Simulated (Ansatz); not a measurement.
**Al (P6_3/mmc): scan of the energy under strain in Python**

What does a strain cost in Al (P6_3/mmc)? Wanted for Al (P6_3/mmc): a scan of the energy under strain.

Program: the Python package of Ansatz 0.2.0. Level of theory: DFT PBEsol, plane waves, PAW. These are calculated values, not measurements.

## Step 1: Starting point

It takes space group P6_3/mmc (No. 194, hexagonal). Conventional cell: a = 2.812 Å, b = 2.812 Å, c = 4.867 Å, α = 90.00°, β = 90.00°, γ = 120.00°. Al (site symmetry -6m2) has 12 Al at 2.81 to 2.93 Å as nearest neighbours.

No structure file is read: the coordinates are typed or built in the script.

## Step 2: The code

strain_al.py

```python
import ansatz as az
import numpy as np
from tabulate import tabulate

vectors0 = np.array([
    [2.81246, 0.0, 0.0],
    [-1.40623, 2.43566, 0.0],
    [0.0, 0.0, 4.86685],
])
sites = [
    ('Al', (2 / 3, 1 / 3, 0.75)),
    ('Al', (1 / 3, 2 / 3, 0.25)),
]


def on_lattice(cell):
    crystal = az.Crystal(lattice=az.Lattice.of(cell))
    for symbol, position in sites:
        crystal = crystal.atom(symbol, position)
    return crystal


def main() -> None:
    values = np.linspace(-0.01, 0.01, 5)
    energies = []
    for d in values:
        strain = d / 2 * (np.ones((3, 3)) - np.eye(3))
        cell = vectors0 @ (np.eye(3) + strain)
        calculation = (
            on_lattice(cell).calculation()
            .functional('PBEsol')
            .pseudopotentials('paw')
            .occupations('Fermi-Dirac', width=0.1)
            .basis(520)
            .kpoints(14, 14, 7)
        )
        rep = calculation.run(threads=1, pin='off').report
        energies.append(rep['free_energy_ev'] / len(sites))
        print(f'd = {d:+.4f}  F = {energies[-1]:.5f} eV/atom')
    energies = np.array(energies)

    print(tabulate(zip(values, 1000 * (energies - energies.min())), headers=['strain', 'dE (meV/atom)'], floatfmt='.3f'))
    curvature = 2 * np.polyfit(values, energies, 3)[1]
    volume = abs(np.linalg.det(vectors0)) / len(sites)
    print(f'd2E/dd2 over the volume: {curvature / volume * 160.21766:.1f} GPa')


if __name__ == '__main__':
    main()
```

## Step 3: The input behind the calls

The package turns the script's settings into the engine's input (first run):

```yaml
crystal:
  lattice:
    - [2.81246, -0.014062300000000002, -0.014062300000000002]
    - [-1.4184083, 2.44269115, -0.005147149999999999]
    - [-0.02433425, -0.02433425, 4.86685]
  atoms:
    - { symbol: Al, position: [0.6666666666666666, 0.3333333333333333, 0.75] }
    - { symbol: Al, position: [0.3333333333333333, 0.6666666666666666, 0.25] }
basis:
  ecutwfc: 520.0
kpoints:
  mp_grid:
    grid: [14, 14, 7]
hamiltonian:
  xc: pbesol
  pseudopotentials:
    kind: paw
scf:
  occupations:
    method: fermi_dirac
    width: 0.1
```

## Step 4: Running it

The run is started by

```
python strain_al.py
```

**Question.** How much energy does this rhombohedral strain cost, and what curvature follows?

**Answer**, as computed:

| quantity | value |
| --- | --- |
| curvature under the strain | 81.5 GPa |
| runs compared | 5 |
| range of energy | 0.47 meV/atom |
| lowest point, strain | 0.000 |

Against the unstrained cell the energy per atom changes by +0.39 meV at one end of the scan and +0.47 meV at the other, and its second derivative over the volume is 81.5 GPa. Reading the output:
- The curvature belongs to this strain pattern and to the cell's stress; it equals a single elastic constant only for simple patterns.
- In a metal a curvature from energy changes of a few meV or less hangs on mesh and smearing, in size and even in sign.
- This isn't the structure that Al takes at ambient conditions.
- The ions keep their fractional positions (clamped ions). Whether this is the phase that is stable at ambient conditions was not tested.
